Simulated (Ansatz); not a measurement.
# CH₅FOSi₂: a ladder of functionals and wavefunction methods

The task here is to estimate one member of a computed series from the others.

Computed with Ansatz 0.2.0, Gaussian basis. Level: functionals in def2-TZVPP, the program's frozen cores in correlated methods.

Levels to be run: PBE-D4, r2SCAN-D4, PBE0-D4, B3LYP-D4, ωB97X-V, ωB97M-V, B2PLYP; CCSD(T)/def2-TZVPP; MP2/def2-QZVPP; extrapolation to the limit.

### Structure used throughout

An earlier PBE0-D4 in a triple-zeta def2 set relaxation fixed the geometry.

SMILES `F[C@H]1O[Si@H]1[SiH3]`, 10 atoms, charge 0, spin multiplicity 1.

Atoms are counted from 1 here; the program's logs count them from 0.

Bond lengths: F1–C2 1.362 Å, C2–O3 1.407 Å, C2–Si4 1.829 Å, C2–H6 1.090 Å, O3–Si4 1.696 Å, Si4–Si5 2.329 Å, Si4–H7 1.485 Å, Si5–H8 1.487 Å, Si5–H9 1.482 Å, Si5–H10 1.486 Å. Angles: F1–C2–O3 112.8°, F1–C2–Si4 121.0°, F1–C2–H6 109.2°, O3–C2–Si4 61.6°, O3–C2–H6 114.1°, Si4–C2–H6 127.0°, C2–O3–Si4 71.6°, C2–Si4–O3 46.9°, C2–Si4–Si5 120.6°, C2–Si4–H7 120.1°, O3–Si4–Si5 116.0°, O3–Si4–H7 114.0°, Si5–Si4–H7 117.9°, Si4–Si5–H8 108.5°, Si4–Si5–H9 109.0°, Si4–Si5–H10 109.7°, H8–Si5–H9 110.4°, H8–Si5–H10 109.0° and more.

Set-up of the first run:

The input, in.yaml:

```yaml
crystal:
  periodic: [false, false, false]
  atoms:
    - {symbol: F, position_ang: [-2.035867, -0.611865, 1.063470]}
    - {symbol: C, position_ang: [-1.563464, 0.622252, 0.735608]}
    - {symbol: O, position_ang: [-0.420397, 0.981196, 1.472648]}
    - {symbol: Si, position_ang: [0.021260, 0.818206, -0.156261]}
    - {symbol: Si, position_ang: [1.323792, -1.039986, -0.681642]}
    - {symbol: H, position_ang: [-2.376622, 1.344944, 0.795602]}
    - {symbol: H, position_ang: [0.344056, 2.103704, -0.826276]}
    - {symbol: H, position_ang: [1.334018, -1.206566, -2.159001]}
    - {symbol: H, position_ang: [0.739327, -2.236982, -0.031298]}
    - {symbol: H, position_ang: [2.716996, -0.826103, -0.210050]}
basis:
  gaussian: {orbitals: def2-TZVPP}
hamiltonian: {xc: pbe, dispersion: d4}
output: {forces: true, orbitals: {seedname: orbitals}}
```

Launch:

```console
$ ansatz run in.yaml --threads 4 --pin off --events-out ev --progress --plain --max-ram 10444MiB
```

Among the steps run: PBE-D4 (GGA); r2SCAN-D4 (meta-GGA); PBE0-D4 (hybrid); B3LYP-D4 (hybrid); ωB97X-V (range-separated); ωB97M-V (range-separated); B2PLYP (double hybrid); CCSD(T) in def2-TZVPP; MP2 in def2-QZVPP.

One table of the session follows, with a row left open; its other results are not shown here.

| method | atomisation energy (kcal/mol) |
| --- | --- |
| PBE-D4 | 826.0 |
| r2SCAN-D4 | 814.5 |
| PBE0-D4 | 806.5 |
| B3LYP-D4 | 806.9 |
| ωB97X-V | 816.7 |
| ωB97M-V | ? |
| B2PLYP | 797.9 |
| HF/def2-TZVPP | 567.3 |
| MP2/def2-TZVPP | 799.9 |
| CCSD/def2-TZVPP | 771.5 |
| CCSD(T)/def2-TZVPP | 785.7 |
| MP2/CBS | 824.7 |
| CCSD(T)/CBS | 810.4 |

**Question.** Estimate the row for ωB97M-V.

**Answer.** atomisation energy (kcal/mol): 811.6. In the column «atomisation energy (kcal/mol)» it lies between CCSD(T)/CBS (810.4) and r2SCAN-D4 (814.5).
